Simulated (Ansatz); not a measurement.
# C₆H₁₅FGeO₃: one species, many methods

The task here is to estimate one member of a computed series from the others.

Program: Ansatz 0.2.0, Gaussian basis. Level of theory: functionals in def2-TZVPP, the program's frozen cores in correlated methods. These are calculated values, not measurements.

The runs, in order: LDA (SPW92), PBE-D4, revPBE-D4, BLYP-D4, r2SCAN-D4, B97M-V, PBE0-D4, B3LYP-D4, r2SCANh-D4, r2SCAN0-D4, HSE06-D4, BHLYP-D4, CAM-B3LYP-D4, LC-ωPBE, ωB97X-V, ωB97M-V, B2PLYP, PBE-QIDH; CCSD(T)/def2-SVP; CCSD(T)/def2-TZVPP; MP2/def2-QZVPP; extrapolation to the limit; RPA on PBE.

### The relaxed structure

All runs share one geometry, relaxed beforehand with PBE0-D4 in a triple-zeta def2 set.

SMILES `CC[O][Ge]([F])([O]CC)[O]CC`, 26 atoms, charge 0, spin multiplicity 1.

Atoms are counted from 1 here; the program's logs count them from 0.

Bond lengths: C1–C2 1.507 Å, C1–H12 1.092 Å, C1–H13 1.092 Å, C1–H14 1.093 Å, C2–O3 1.425 Å, C2–H15 1.096 Å, C2–H16 1.098 Å, O3–Ge4 1.742 Å, Ge4–F5 1.723 Å, Ge4–O6 1.742 Å, Ge4–O9 1.752 Å, O6–C7 1.425 Å, C7–C8 1.507 Å, C7–H17 1.098 Å, C7–H18 1.096 Å, C8–H19 1.092 Å, C8–H20 1.092 Å, C8–H21 1.093 Å and more. Angles: C2–C1–H12 110.5°, C2–C1–H13 110.6°, C2–C1–H14 110.3°, H12–C1–H13 108.3°, H12–C1–H14 108.5°, H13–C1–H14 108.6°, C1–C2–O3 108.3°, C1–C2–H15 110.5°, C1–C2–H16 110.4°, O3–C2–H15 109.8°, O3–C2–H16 110.3°, H15–C2–H16 107.5°, C2–O3–Ge4 119.5°, O3–Ge4–F5 110.5°, O3–Ge4–O6 105.7°, O3–Ge4–O9 113.7°, F5–Ge4–O6 110.5°, F5–Ge4–O9 103.0° and more.

The first run:

Input file in.yaml:

```yaml
crystal:
  periodic: [false, false, false]
  atoms:
    - {symbol: C, position_ang: [-1.918928, 1.055835, 3.384634]}
    - {symbol: C, position_ang: [-1.175306, -0.018077, 2.633579]}
    - {symbol: O, position_ang: [-0.256883, 0.610946, 1.743403]}
    - {symbol: Ge, position_ang: [0.629769, -0.357720, 0.599541]}
    - {symbol: F, position_ang: [1.546342, -1.566456, 1.416236]}
    - {symbol: O, position_ang: [1.684782, 0.747791, -0.235789]}
    - {symbol: C, position_ang: [2.591841, 0.248401, -1.215296]}
    - {symbol: C, position_ang: [3.244368, 1.421601, -1.899476]}
    - {symbol: O, position_ang: [-0.392883, -1.296175, -0.470114]}
    - {symbol: C, position_ang: [-1.306843, -0.616176, -1.323701]}
    - {symbol: C, position_ang: [-2.051475, -1.641866, -2.138952]}
    - {symbol: H, position_ang: [-1.222242, 1.679935, 3.947270]}
    - {symbol: H, position_ang: [-2.472347, 1.695425, 2.694284]}
    - {symbol: H, position_ang: [-2.626568, 0.606344, 4.085444]}
    - {symbol: H, position_ang: [-0.631688, -0.667237, 3.329727]}
    - {symbol: H, position_ang: [-1.877144, -0.649506, 2.073822]}
    - {symbol: H, position_ang: [2.059457, -0.373312, -1.946494]}
    - {symbol: H, position_ang: [3.346732, -0.383688, -0.733477]}
    - {symbol: H, position_ang: [3.779945, 2.036677, -1.174042]}
    - {symbol: H, position_ang: [2.495656, 2.045128, -2.391994]}
    - {symbol: H, position_ang: [3.955898, 1.072840, -2.651823]}
    - {symbol: H, position_ang: [-2.009027, -0.018485, -0.728358]}
    - {symbol: H, position_ang: [-0.767600, 0.076815, -1.982303]}
    - {symbol: H, position_ang: [-2.599496, -2.324524, -1.486776]}
    - {symbol: H, position_ang: [-2.763985, -1.151765, -2.806858]}
    - {symbol: H, position_ang: [-1.356574, -2.228852, -2.742489]}
basis:
  gaussian: {orbitals: def2-TZVPP}
hamiltonian: {xc: lda}
output: {orbitals: {seedname: orbitals}}
```

Among the steps run: LDA; PBE-D4 (GGA); revPBE-D4 (GGA); BLYP-D4 (GGA); r2SCAN-D4 (meta-GGA); B97M-V (meta-GGA); PBE0-D4 (hybrid); B3LYP-D4 (hybrid); r2SCANh-D4 (hybrid); r2SCAN0-D4 (hybrid); HSE06-D4 (hybrid); BHLYP-D4 (hybrid); CAM-B3LYP-D4 (range-separated); LC-ωPBE (range-separated); ωB97X-V (range-separated); ωB97M-V (range-separated); B2PLYP (double hybrid); PBE-QIDH (double hybrid).

One of the session's tables, all rows but one given; the rest of the session is left out.

It belongs to the step «Orbital energies across the functionals». 

```
  functional  HOMO (eV)  gap (eV)
 LDA (SPW92)      -6.76      5.41
      PBE-D4          ?         ?
   revPBE-D4      -6.55      5.74
     BLYP-D4      -6.54      5.61
   r2SCAN-D4      -6.97      6.37
      B97M-V      -7.12      6.39
     PBE0-D4      -8.24      8.35
    B3LYP-D4      -8.01      7.78
  r2SCANh-D4      -7.58      7.36
  r2SCAN0-D4      -8.49      8.84
    HSE06-D4      -7.83      7.57
    BHLYP-D4      -9.82     10.90
CAM-B3LYP-D4      -9.73     10.82
     LC-ωPBE     -11.06     13.52
     ωB97X-V     -10.75     12.98
     ωB97M-V     -10.67     12.59
```

Estimate the missing values for PBE-D4.

As computed: HOMO (eV): -6.62; gap (eV): 5.63. In the column «HOMO (eV)» it lies between LDA (SPW92) (-6.76) and revPBE-D4 (-6.55).
